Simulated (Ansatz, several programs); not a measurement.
An ordered 8-atom cell of BaMg₃S₄ on the rocksalt lattice (Pm-3m), relaxed with r2SCAN in Ansatz (plane waves, PAW): it is cubic, Pm-3m (No. 221); conventional cell a = 5.670 Å, 22.78 Å³ an atom. Around Mg lie 6 S at 2.83 Å; around S lie 2 Ba at 2.83 Å and 4 Mg at 2.83 Å; around Ba lie 6 S at 2.83 Å; around S lie 6 Mg at 2.83 Å. The cell was then scaled with its shape and fractional coordinates held. These are computed values for a spin-unpolarised cell that may be hypothetical; none is a measurement.

```tsv
V (Å³/atom)	E (meV/atom)
21.414	17.42
22.097	4.12
22.780	0.00
24.147	14.29
```

**Question.** Pass a cubic E = c₀ + c₁u + c₂u² + c₃u³, with u = V − 22.609 Å³, through these points.

**Answer.** c₀ = 0.24, c₁ = -2.887, c₂ = 8.829, c₃ = -0.6577 (meV and Å³).

**Question.** Where is the minimum, and what bulk modulus follows?

**Answer.** dE/du = 0 at u = +0.167, so V₀ = 22.78 Å³. B = V₀ d²E/dV² = 22.78 × (2c₂ + 6c₃u) = 22.78 × 17.001 = 387 meV/Å³, and 1 meV/Å³ is 0.16022 GPa: 62 GPa. A third-order Birch-Murnaghan fit to all five points gives 22.78 Å³ and 61 GPa.

**Question.** Predict the energy and the pressure at the withheld volume, 23.464 Å³.

**Answer.** With u = +0.855: E ≈ 3.81 meV and P = −dE/dV ≈ -1.73 GPa. The run gives 3.77 meV and, from its stress, -1.72 GPa.
